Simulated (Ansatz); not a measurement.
HPbNO4 under changes of volume

One of the cells (14.610 Å³/atom); the others are scaled copies at fixed shape and fractional positions:

```xyz
14
Lattice="4.1204 -0.0008 -0.0112 0.0040 6.4272 0.0536 0.0279 3.2071 7.7499" Properties=species:S:1:pos:R:3 pbc="T T T"
H     3.7380    2.9684    3.7875
H     1.6795    6.6644    4.0009
Pb    1.6467    4.2515    5.4933
Pb    3.6983    5.3813    2.2951
N     2.6193    1.9491    1.6102
N     0.5769    7.6848    6.1852
O     3.7590    3.8553    4.2210
O     2.2235    3.1363    1.5259
O     2.2071    1.0645    0.8217
O     3.4590    1.6183    2.5274
O     1.6973    5.7776    3.5672
O     0.1804    6.4980    6.2725
O     0.1698    8.5703    6.9754
O     1.4117    8.0143    5.2631
```

The cell was built by a generator and needn't be a form met in nature.

| Property | Result |
| --- | --- |
| Program | Ansatz 0.2.0 |
| Functional | PBE |
| Potentials or basis | Ansatz PAW |
| Cutoff | 420 eV (not typed: the program's choice for these potentials) |
| k mesh | 7 × 5 × 4 |
| Occupations | fermi-dirac, width 0.05 eV |
| Spin | no spin polarisation |

```csv
volume (Å³/atom),energy over the lowest point (meV/atom),pressure (GPa),gap on the mesh (eV),largest force (eV/Å)
13.733,16.85,6.5,3.37,1.765
14.025,?,?,?,?
14.317,1.74,1.9,3.32,0.545
14.610,0.00,0.0,3.30,0.007
14.902,1.63,-1.8,3.27,0.510
15.194,6.30,-3.3,3.24,0.982
15.486,13.72,-4.8,3.21,1.422
```

Problem. What does the run at 14.025 Å³/atom give?

Solution. Energy over the lowest point 7.23 meV/atom; pressure 4.1 GPa; gap on the mesh 3.35 eV; largest force 1.133 eV/Å.

Worked out: A Birch-Murnaghan fit of order 3 (a polynomial in V^(-2/3)) to the other rows has its minimum at 14.61 Å³/atom with B0 = V·E''(V) = 92 GPa and B' = 4.1 at fixed shape and positions, which overstates the stiffness. It gives 7.22 meV/atom at 14.025 Å³/atom, against the run's 7.23, and -dE/dV = 4.1 GPa, against 4.1. A straight line through the other rows of the gap, of slope -1.33 eV per unit of ln V, gives 3.35 eV, against the run's 3.35.

Energies are extrapolated to zero smearing.

Caveats: odd divisions of the mesh miss points on the zone boundary, where band edges often lie, so the gap on the mesh can be too wide; spin-orbit coupling is left out, which as a rule narrows the gap of such compounds by several tenths of an eV; forces of over 1 eV/Å show positions far from the minimum, so gaps and moduli don't describe the material at rest (some runs).

A mesh can miss the band edges.
